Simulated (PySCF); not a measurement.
# C6H3B3F6O3: the cost of one run

Computed with PySCF 2.14.0; each step states its level. No surroundings beyond the atoms listed, unless a continuum is named. Atoms count from 0, parts from 1.

### Step 1. The system as given

21 atoms, charge 0, multiplicity 1; geometry: GFN2-xTB parts, rigid stack. Parts: 1 = atoms 0–11, `Fc1cc(F)cc(F)c1`, charge 0; 2 = atoms 12–20, `FB1OB(F)OB(F)O1`, charge 0.

### Step 2. Interaction energy: parallel, height 3.5, slip 0 Å, twist 0°

The job: settings as JSON, then the geometry in Å.

```
{"job": {"kind": "inter", "xc": "PBE0", "basis": "def2-SVP", "disp": "d3bj"}, "charge": 0, "multiplicity": 1, "parts": [{"atoms": "0-11", "charge": 0, "multiplicity": 1}, {"atoms": "12-20", "charge": 0, "multiplicity": 1}]}
F     -1.826249    -1.998177    -0.000335
C     -0.921894    -1.008840     0.000080
C      0.423006    -1.335445     0.000307
C      1.334642    -0.294107    -0.000226
F      2.643698    -0.581978     0.001039
C      0.945009     1.033933    -0.001900
C     -0.412543     1.302822    -0.000547
F     -0.817941     2.580440     0.001124
C     -1.367729     0.301352     0.000458
H      0.748273    -2.362474    -0.000078
H      1.671187     1.829666    -0.003091
H     -2.419778     0.533280     0.001900
F     -2.600615    -0.583194     3.498971
B     -1.320713    -0.296362     3.500212
O     -0.923951     1.003012     3.500916
B      0.403697     1.291502     3.500071
F      0.794875     2.543568     3.499663
O      1.331085     0.298601     3.499574
B      0.916793    -0.995364     3.500083
F      1.805706    -1.959967     3.499723
O     -0.406878    -1.301796     3.500786
```

Method: PBE0-D3(BJ)/def2-SVP interaction energy, counterpoise and uncorrected, gas phase.

Run with:

```sh
> OMP_NUM_THREADS=1 python cluster_run.py task.json out
```

The driver reads the jobs from task.json and runs them one after another.

Q: Estimate the wall time and peak memory of this first job on 1 thread of AMD EPYC, shared host.

About 4.6 min, with a peak of 1 GiB.
